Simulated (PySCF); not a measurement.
# BeI: from the state search to spectroscopic constants

An exercise on one series of results from a longer session: the logs are not shown, and one member is left open.

Method: Be def2-SVP, I def2-SVP with ECP28, scalar-relativistic core potentials; program: PySCF 2.14.0.

The first run:

The job is set up so:

| Property | Result |
| --- | --- |
| atoms | Be, I |
| charge | 0 |
| basis | Be def2-SVP, I def2-SVP with ECP28 |
| Hamiltonian | scalar-relativistic core potentials |
| basis functions | 35 |
| electrons treated | 29 |
| masses in u | 9.0122, 126.9045 |
| levels | PBE0, PBE, r²SCAN, MN15, B2PLYP, LDA, HF, MP2, SCS-MP2, CCSD, CCSD(T) |
| grid | 80 radial by 434 angular points |
| occupations | held fixed by the projection of orbital angular momentum |
| dissociation limit | Be + I, each in its ground configuration |
| starting distance in angstrom | 2.270 |
| values of 2S to try | 1, 3 |

Launch:

```console
OMP_NUM_THREADS=1 python dia.py task.json out
```

Steps of the session up to this table: Input; First curve: PBE0; Higher solutions at PBE0; PBE (GGA); r²SCAN; MN15 (hybrid meta-GGA); B2PLYP (double hybrid); LDA (local density); UHF; Adding correlation.

One table of the session follows, with a row left open; its other results are not shown here.

Energy (eV) from each level's lowest point:

| R (Å) | UHF | UHF-MP2 | UHF-SCS-MP2 | UHF-CCSD | UHF-CCSD(T) |
| --- | --- | --- | --- | --- | --- |
| 1.901 | 0.914 | 0.886 | 0.900 | n/a | n/a |
| 1.990 | 0.428 | 0.408 | 0.419 | 0.420 | 0.421 |
| 2.078 | 0.149 | 0.138 | 0.144 | 0.145 | 0.146 |
| 2.145 | 0.041 | 0.036 | 0.039 | 0.040 | 0.040 |
| 2.211 | 0.000 | 0.000 | 0.000 | 0.000 | 0.000 |
| 2.277 | 0.011 | 0.016 | 0.012 | 0.011 | 0.010 |
| 2.366 | ? | ? | ? | ? | ? |
| 2.476 | 0.254 | 0.267 | 0.253 | 0.244 | 0.241 |
| 2.609 | 0.515 | 0.533 | 0.511 | 0.493 | 0.486 |
| 2.786 | 0.911 | 0.939 | 0.906 | n/a | n/a |

**Question.** Estimate the row for R (Å) = 2.366.

Worked estimate for «UHF». A straight line through the neighbours (2.277, 0.011) and (2.476, 0.254) gives 0.011 + (0.254 − 0.011) × (2.366 − 2.277) / (2.476 − 2.277) = 0.120; a parabola fitted to 4 rows on both sides gives 0.096.

As computed: UHF: 0.088; UHF-MP2: 0.097; UHF-SCS-MP2: 0.089; UHF-CCSD: 0.085; UHF-CCSD(T): 0.083. In «UHF» the line misses by +0.032 and the parabola by +0.008.
